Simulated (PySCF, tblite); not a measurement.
# C6H9NOSi: geometry, infrared bands and NMR shifts

Wanted: the infrared bands and NMR shifts of C6H9NOSi (`C[C@@H]1[SiH2]OCC=C1C#N`), by calculation.

Computed with tblite 0.8.0 and PySCF 2.14.0, with density-fitted response routines of our own, on a single molecule in the gas phase. Atoms are numbered from 0 throughout.

**1. The molecule as given**

18 atoms, charge 0, multiplicity 1; geometry from: force field or distance geometry start.

Bonds of the start (Å): C0–C1 1.54, C1–Si2 1.90, Si2–O3 1.68, O3–C4 1.42, C4–C5 1.51, C5–C6 1.36, C6–C7 1.44, C7–N8 1.15, C6–C1 1.53, C0–H9 1.10, C0–H10 1.09, C0–H11 1.09, C1–H12 1.12, Si2–H13 1.48, Si2–H14 1.48, C4–H15 1.09, C4–H16 1.09, C5–H17 1.09.

**2. Relaxing the molecule with GFN2-xTB**

Job settings and geometry (Å):

```
{"job": {"kind": "relax", "xc": "GFN2-xTB", "basis": "xTB"}, "charge": 0, "multiplicity": 1}
C      1.836300    -0.673900    -0.775200
C      0.764800    -0.530600     0.322800
Si    -0.737300    -1.663400     0.031000
O     -1.822600    -0.687800    -0.810700
C     -2.100000     0.596700    -0.269200
C     -0.912000     1.382400     0.219400
C      0.336800     0.926600     0.486700
C      1.307500     1.852600     1.013000
N      2.085300     2.591500     1.434100
H      1.441000    -0.334500    -1.740800
H      2.146300    -1.714700    -0.889900
H      2.717600    -0.083400    -0.542500
H      1.208500    -0.875300     1.286700
H     -0.382200    -2.858300    -0.772400
H     -1.357700    -2.040900     1.325700
H     -2.570000     1.170800    -1.074200
H     -2.843800     0.516600     0.526900
H     -1.127200     2.432200     0.396900
```

On the command line:

```bash
$ OMP_NUM_THREADS=1 python probes_run.py task.json out
```

This one command runs all jobs of the session in turn.

**Question.** This job is followed by: GFN2-xTB harmonic vibrations, gas phase; GIAO PBE0/pcSseg-1 NMR shielding, non-relativistic, gas phase. What will the session give for the following? strongest single infrared mode (GFN2-xTB); zero-point energy (GFN2-xTB); 13C shifts against TMS (PBE0/pcSseg-1); 1H shifts against TMS (PBE0/pcSseg-1, means over atoms taken as alike); 29Si shifts against TMS (PBE0/pcSseg-1); 17O shifts against H2O (PBE0/pcSseg-1); 15N shifts against NH3 (PBE0/pcSseg-1).

As calculated:

| quantity | value |
| --- | --- |
| strongest single infrared mode (GFN2-xTB) | 2243 cm⁻¹, 334 km/mol |
| zero-point energy (GFN2-xTB) | 84.2 kcal/mol |
| 13C shifts against TMS (PBE0/pcSseg-1) | 151.8, 124.5, 122.1, 67.8, 21.3, 20.3 ppm |
| 1H shifts against TMS (PBE0/pcSseg-1, means over atoms taken as alike) | 6.53, 5.16, 5.06, 4.92, 4.76, 1.54, 1.41 ppm |
| 29Si shifts against TMS (PBE0/pcSseg-1) | -23.8 ppm |
| 17O shifts against H2O (PBE0/pcSseg-1) | 2.2 ppm |
| 15N shifts against NH3 (PBE0/pcSseg-1) | 309.8 ppm |

In words: The optimisation took 113 steps and gained 0.246 eV; among the close pairs (by a distance rule), Si2–O3 changed most, from 1.685 to 1.624 Å. No mode is imaginary among the 48: a minimum at this level. The strongest single mode, at 2243 cm⁻¹, moves mainly H14. Unscaled tight-binding wavenumbers are off by several per cent, some by more. Its intensities can rank the bands wrongly. The most deshielded hydrogen is H17 (hydrogen on an alkene CH), at 6.53 ppm: olefinic region. At PBE0/pcSseg-1: Shielding is most anisotropic at N8 (span 423 ppm, paramagnetic term -384 ppm).
